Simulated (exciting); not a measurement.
# IrPt3 (Pm-3m) in exciting: reference runs

Aim: a first look at IrPt3 with PBEsol, on the cell as given.

Program: exciting (release sodium). These are calculated values, not measurements. Logs are shortened: lines on timing, memory, paths and dates and some standing lists are left out, and cuts for length are marked.

### Step 1. The structure

It takes space group Pm-3m (No. 221, cubic). Conventional cell: a = 3.951 Å, b = 3.951 Å, c = 3.951 Å, α = 90.00°, β = 90.00°, γ = 90.00°. Pt (site symmetry 4/mmm) is surrounded by 8 Pt at 2.79 Å and 4 Ir at 2.79 Å. Ir (site symmetry m-3m) is surrounded by 12 Pt at 2.79 Å.

The cell comes from a database or a generator and needn't be the stable form of this composition.

### Step 2. Single point, PBEsol

The input, input.xml:

```xml
<input>
  <title>IrPt3</title>
  <structure speciespath="./" tshift="false">
    <crystal scale="1">
      <basevect>7.466786019106 0.000000000000 0.000000000000</basevect>
      <basevect>0.000000000000 7.466786019106 0.000000000000</basevect>
      <basevect>0.000000000000 0.000000000000 7.466786019106</basevect>
    </crystal>
    <species speciesfile="Pt.xml" rmt="2.3">
      <atom coord="0.500000000000 0.500000000000 0.000000000000"/>
      <atom coord="0.500000000000 0.000000000000 0.500000000000"/>
      <atom coord="0.000000000000 0.500000000000 0.500000000000"/>
    </species>
    <species speciesfile="Ir.xml" rmt="2.3">
      <atom coord="0.000000000000 0.000000000000 0.000000000000"/>
    </species>
  </structure>
  <groundstate do="fromscratch" ngridk="7 7 7" rgkmax="9" gmaxvr="14" lmaxapw="10" lmaxmat="10" lmaxvr="8" xctype="GGA_PBE_SOL" stype="Fermi Dirac" swidth="0.00183747" nempty="30" ValenceRelativity="iora*" epsengy="1e-05" epspot="1e-05" maxscl="60" tforce="true" outputlevel="normal"/>
</input>
```

Potentials or basis: all-electron LAPW+lo, shipped species files, valence relativity iora*.

Run with:

```console
OMP_NUM_THREADS=1 exciting_smp
```

INFO.OUT:

```text
================================================================================
EXCITING SODIUM started
[... 10 lines left out ...]

 Lattice vectors (cartesian) :
      7.4667860191      0.0000000000      0.0000000000
      0.0000000000      7.4667860191      0.0000000000
      0.0000000000      0.0000000000      7.4667860191

 Reciprocal lattice vectors (cartesian) :
      0.8414845813      0.0000000000      0.0000000000
      0.0000000000      0.8414845813      0.0000000000
      0.0000000000      0.0000000000      0.8414845813

 Unit cell volume                           :     416.2949253754
 Brillouin zone volume                      :       0.5958521191

 Species :    1 (Pt)
     parameters loaded from                 :    Pt.xml
     name                                   :    platinum
     nuclear charge                         :     -78.00000000
     electronic charge                      :      78.00000000
     atomic mass                            :  355605.43990000
     muffin-tin radius                      :       2.30000000
     # of radial points in muffin-tin       :     450

     atomic positions (lattice) :
       1 :   0.50000000  0.50000000  0.00000000
       2 :   0.50000000  0.00000000  0.50000000
       3 :   0.00000000  0.50000000  0.50000000

 Species :    2 (Ir)
     parameters loaded from                 :    Ir.xml
     name                                   :    iridium
     nuclear charge                         :     -77.00000000
     electronic charge                      :      77.00000000
     atomic mass                            :  350390.15590000
     muffin-tin radius                      :       2.30000000
     # of radial points in muffin-tin       :     450

     atomic positions (lattice) :
       1 :   0.00000000  0.00000000  0.00000000

 Total number of atoms per unit cell        :       4

 Spin treatment                             :    spin-unpolarised

 Number of Bravais lattice symmetries       :      48
 Number of crystal symmetries               :      48

 k-point grid                               :       7    7    7
 Total number of k-points                   :      20
 k-point set is reduced with crystal symmetries

 R^MT_min * |G+k|_max (rgkmax)              :       9.00000000
 Species with R^MT_min                      :       1 (Pt)
 Maximum |G+k| for APW functions            :       3.91304348
 Maximum |G| for potential and density      :      14.00000000

 G-vector grid sizes                        :      36    36    36
 Total number of G-vectors                  :   19309

 Maximum angular momentum used for
     APW functions                          :      10
     computing H and O matrix elements      :      10
     potential and density                  :       8
     inner part of muffin-tin               :       2

 Total nuclear charge                       :    -311.00000000
 Total electronic charge                    :     311.00000000
 Total core charge                          :     192.00000000
 Total valence charge                       :     119.00000000

 Number of empty states                     :      30
 Total number of valence states             :      90

 Maximum Hamiltonian size                   :     545
 Maximum number of plane-waves              :     441
 Total number of local-orbitals             :     104

 Exchange-correlation type                  :      22
[... 23 lines left out ...]
+ SCF iteration number :    1                                                  +
++++++++++++++++++++++++++++++++++++++++++++++++++++++++++++++++++++++++++++++++
 Total energy                               :    -73101.67409125
 _______________________________________________________________
 Fermi energy                               :         0.53117019
 Kinetic energy                             :     83702.08334251
 Coulomb energy                             :   -155404.60233569
 Exchange energy                            :     -1377.73969828
 Correlation energy                         :       -21.41539979

 DOS at Fermi energy (states/Ha/cell)       :       165.49388548

 Electron charges :
     core                                   :       192.00000000
     core leakage                           :         0.00978249
     valence                                :       119.00000000
     interstitial                           :         9.99959214
     charge in muffin-tin spheres :
                  atom     1    Pt          :        75.16174228
                  atom     2    Pt          :        75.16174228
                  atom     3    Pt          :        75.16174228
                  atom     4    Ir          :        75.51518102
     total charge in muffin-tins            :       301.00040786
     total charge                           :       311.00000000

++++++++++++++++++++++++++++++++++++++++++++++++++++++++++++++++++++++++++++++++
+ SCF iteration number :    2                                                  +
++++++++++++++++++++++++++++++++++++++++++++++++++++++++++++++++++++++++++++++++
 Total energy                               :    -73156.92564197
 _______________________________________________________________
 Fermi energy                               :         0.51390957
 Kinetic energy                             :     83667.71597793
 Coulomb energy                             :   -155424.49513833
 Exchange energy                            :     -1378.72519640
 Correlation energy                         :       -21.42128517

 DOS at Fermi energy (states/Ha/cell)       :       125.96900027

 Electron charges :
     core                                   :       192.00000000
     core leakage                           :         0.00946557
     valence                                :       119.00000000
     interstitial                           :         9.49925401
     charge in muffin-tin spheres :
                  atom     1    Pt          :        76.03232090
                  atom     2    Pt          :        76.03232090
                  atom     3    Pt          :        76.03232090
                  atom     4    Ir          :        73.40378328
     total charge in muffin-tins            :       301.50074599
     total charge                           :       311.00000000
[... 657 lines left out ...]
++++++++++++++++++++++++++++++++++++++++++++++++++++++++++++++++++++++++++++++++
+ SCF iteration number :   24                                                  +
++++++++++++++++++++++++++++++++++++++++++++++++++++++++++++++++++++++++++++++++
 Total energy                               :    -73177.80475183
 _______________________________________________________________
 Fermi energy                               :         0.47604972
 Kinetic energy                             :     83650.70682980
 Coulomb energy                             :   -155428.11205292
 Exchange energy                            :     -1378.97873017
 Correlation energy                         :       -21.42079853

 DOS at Fermi energy (states/Ha/cell)       :       242.70605895

 Electron charges :
     core                                   :       192.00000000
     core leakage                           :         0.00916985
     valence                                :       119.00000000
     interstitial                           :         9.24551050
     charge in muffin-tin spheres :
                  atom     1    Pt          :        75.72871960
                  atom     2    Pt          :        75.72871960
                  atom     3    Pt          :        75.72871960
                  atom     4    Ir          :        74.56833071
     total charge in muffin-tins            :       301.75448950
     total charge                           :       311.00000000

 RMS change in effective potential (target) :  0.472153E-08  ( 0.100000E-04)
 Absolute change in total energy   (target) :  0.405431E-05  ( 0.100000E-04)
 Charge distance                   (target) :  0.304253E-08  ( 0.100000E-04)
 Abs. change in max-nonIBS-force   (target) :   0.00000      ( 0.500000E-04)

++++++++++++++++++++++++++++++++++++++++++++++++++++++++++++++++++++++++++++++++
| Convergency criteria checked for the last 2 iterations                       +
| Convergence targets achieved. Performing final SCF iteration                 +
++++++++++++++++++++++++++++++++++++++++++++++++++++++++++++++++++++++++++++++++
 Total energy                               :    -73177.80474947
 _______________________________________________________________
 Fermi energy                               :         0.47604972
 Kinetic energy                             :     83650.70683079
 Coulomb energy                             :   -155428.11205163
 Exchange energy                            :     -1378.97873011
 Correlation energy                         :       -21.42079853

 DOS at Fermi energy (states/Ha/cell)       :       242.70606059

 Electron charges :
     core                                   :       192.00000000
     core leakage                           :         0.00916985
     valence                                :       119.00000000
     interstitial                           :         9.24551052
     charge in muffin-tin spheres :
                  atom     1    Pt          :        75.72871960
                  atom     2    Pt          :        75.72871960
                  atom     3    Pt          :        75.72871960
                  atom     4    Ir          :        74.56833067
     total charge in muffin-tins            :       301.75448948
     total charge                           :       311.00000000

++++++++++++++++++++++++++++++++++++++++++++++++++++++++++++++++++++++++++++++++
+ Self-consistent loop stopped                                                 +
++++++++++++++++++++++++++++++++++++++++++++++++++++++++++++++++++++++++++++++++
 STATE.OUT is written

--------------------------------------------------------------------------------
- Writing atomic positions and forces                                          -
--------------------------------------------------------------------------------

 Atomic positions (lattice) :
 atom     1  Pt  :     0.50000000    0.50000000    0.00000000
 atom     2  Pt  :     0.50000000    0.00000000    0.50000000
 atom     3  Pt  :     0.00000000    0.50000000    0.50000000
 atom     4  Ir  :     0.00000000    0.00000000    0.00000000

 Total atomic forces including IBS (cartesian) :
 atom     1  Pt  :    -0.00000000    0.00000000    0.00000000
 atom     2  Pt  :    -0.00000000   -0.00000000   -0.00000000
 atom     3  Pt  :     0.00000000    0.00000000    0.00000000
 atom     4  Ir  :    -0.00000000   -0.00000000    0.00000000

 Atomic force components including IBS (cartesian) :
 atom     1  Pt  :    -0.00000000    0.00000000    0.00000000   HF force
                 :     0.00000000    0.00000000    0.00000000   core correction
                 :    -0.00000000    0.00000000    0.00000000   IBS correction
 atom     2  Pt  :    -0.00000000    0.00000000    0.00000000   HF force
                 :     0.00000000    0.00000000    0.00000000   core correction
                 :     0.00000000    0.00000000    0.00000000   IBS correction
 atom     3  Pt  :    -0.00000000   -0.00000000   -0.00000000   HF force
                 :    -0.00000000    0.00000000    0.00000000   core correction
                 :    -0.00000000    0.00000000    0.00000000   IBS correction
 atom     4  Ir  :     0.00000000    0.00000000    0.00000000   HF force
                 :    -0.00000000    0.00000000    0.00000000   core correction
                 :    -0.00000000    0.00000000    0.00000000   IBS correction

********************************************************************************
[... 7 lines left out ...]
| EXCITING SODIUM stopped                                                      =
================================================================================
```

It took 5.4 min on 1 thread of Arm Neoverse V2, shared host; peak memory 0.2 GiB.

Results:

* Free energy: -1991269.5771 eV
* Band gap on the k mesh: none (metal or under the smearing width)
* All electrons inside the program's atomic spheres: Pt 75.73; Ir 74.57 (radii Pt 2.3, Ir 2.3 bohr)

Caveat: the log's total energy holds no entropy term; the free energy is that total less TS from the occupations. Spin-orbit coupling is left out, which matters for the levels of Ir, Pt.
